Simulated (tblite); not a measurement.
# C14H21BrO4: the cost of one run

Computed with tblite 0.8.0 (tight binding) and PySCF 2.14.0 (DFT, with response routines of our own); each step states its level. Atoms count from 0 throughout.

### 1 The molecule as given

40 atoms, charge 0, multiplicity 1; geometry from: MMFF94s geometry.

Bonds of the start (Å): C0–C1 1.53, C0–H19 1.09, C0–H20 1.10, C0–H21 1.09, C10–C11 1.53, C10–C13 1.54, C10–H32 1.10, C11–H33 1.10, C11–O12 1.23, C13–C14 1.55, C13–H34 1.09, C13–H35 1.10, C14–C15 1.51, C14–C17 1.53, C14–H36 1.10, C15–H37 1.12, C15–O16 1.22, C17–Br18 1.94, C17–H38 1.09, C17–H39 1.10, C1–C2 1.53, C1–H22 1.11, C1–H23 1.09, C2–C3 1.50 and more.

### 2 GFN2-xTB relaxation, conformer 1

The job: settings as JSON, then the geometry in Å.

```
{"job": {"xc": "GFN2-xTB", "basis": "xTB", "kind": "relax"}, "charge": 0, "multiplicity": 1}
C      5.335200    -0.778600    -1.740900
C      3.961600    -1.341700    -1.367700
C      3.074300    -0.315800    -0.662200
C      3.638200     0.061700     0.677900
O      3.638800     1.208300     1.109200
C      1.635200    -0.869400    -0.495200
C      0.648700     0.059000     0.239900
C      0.502900     1.384100    -0.492400
O     -0.513100     1.713300    -1.102000
C     -0.724500    -0.650300     0.380100
C     -1.665600     0.070800     1.361100
C     -1.385900    -0.346600     2.801100
O     -0.450400    -1.058900     3.150000
C     -3.141900    -0.209800     1.042700
C     -3.666600     0.583700    -0.179400
C     -3.655800     2.068300     0.097100
O     -3.760200     2.561400     1.208600
C     -5.098000     0.202700    -0.544600
Br    -5.161900    -1.508200    -1.455300
H      5.922000    -1.530600    -2.260700
H      5.213500     0.095500    -2.397800
H      5.891900    -0.461900    -0.855600
H      4.122900    -2.210700    -0.697300
H      3.469900    -1.712700    -2.271700
H      3.036300     0.599600    -1.277000
H      3.982500    -0.781400     1.322900
H      1.699200    -1.815000     0.056200
H      1.236600    -1.102900    -1.483000
H      1.027500     0.288900     1.243500
H      1.373700     2.052500    -0.448200
H     -1.171700    -0.717100    -0.617900
H     -0.573600    -1.683800     0.705900
H     -1.486800     1.153400     1.341600
H     -2.052300     0.088400     3.567000
H     -3.271300    -1.284400     0.886900
H     -3.763800     0.044700     1.914700
H     -3.004100     0.409000    -1.044200
H     -3.587000     2.714300    -0.813400
H     -5.541300     0.919300    -1.238900
H     -5.751600     0.130600     0.337600
```

On the command line:

```console
OMP_NUM_THREADS=1 python ens_run.py task.json out
```

This one command runs the whole study; its stages follow in the order run.

Q: Estimate the wall time of this first job on 1 thread of Intel Xeon 6975P-C, shared host.

About 7 s.
